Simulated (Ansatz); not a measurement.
# Fe: the cost of one run

Computed with Ansatz 0.2.0 (DFT LDA, scalar-relativistic, plane waves, PAW, unless a step's input says otherwise).

## Step 1: The system as given

Symmetry: P6_3/mmc, No. 194, hexagonal system. The conventional cell has a = 2.406 Å, b = 2.406 Å, c = 3.805 Å, α = 90.00°, β = 90.00°, γ = 120.00°. Around Fe (site symmetry -6m2) lie 12 Fe at 2.36 to 2.41 Å.

Structure file:

```xyz
2
Lattice="2.4064 0.0000 0.0000 -1.2032 2.0840 0.0000 0.0000 0.0000 3.8055" Properties=species:S:1:pos:R:3 pbc="T T T"
Fe    0.0000    1.3893    0.9514
Fe    1.2032    0.6947    2.8541
```

An earlier run at LDA left this cell at 9.542 Å³/atom and 0.00 GPa (22×22×12 mesh).

## Step 2: Field gradients and densities at the nuclei

input.yaml reads:

```yaml
crystal:
  lattice:
    - [2.406418473, 0.0, 0.0]
    - [-1.2032092365, 2.0840195297, 0.0]
    - [0.0, 0.0, 3.805467502]
  atoms:
    - { symbol: Fe, position: [0.3333333333, 0.6666666667, 0.25] }
    - { symbol: Fe, position: [0.6666666667, 0.3333333333, 0.75] }
basis:
  ecutwfc: 420
  ecutrho_ratio: 4
kpoints:
  mp_grid: { grid: [22, 22, 12] }
hamiltonian:
  xc: lda
scf:
  occupations: { method: gaussian, width: 0.05 }
output:
  forces: true
  stress: true
  eigenvalues: true
  efg: { contact_densities: true, quadrupole_moments_barn: { Fe: 0.16 } }
```

The run is started by

```console
> ansatz run input.yaml --threads 1 --pin off --max-ram 2560MiB --backend cpu --events-out ev --progress --plain --runs-dir out
```

Q: Estimate wall time and peak memory on 1 thread of Arm Neoverse V2, shared host.

About 6.2 s, with a peak of 0.41 GiB.
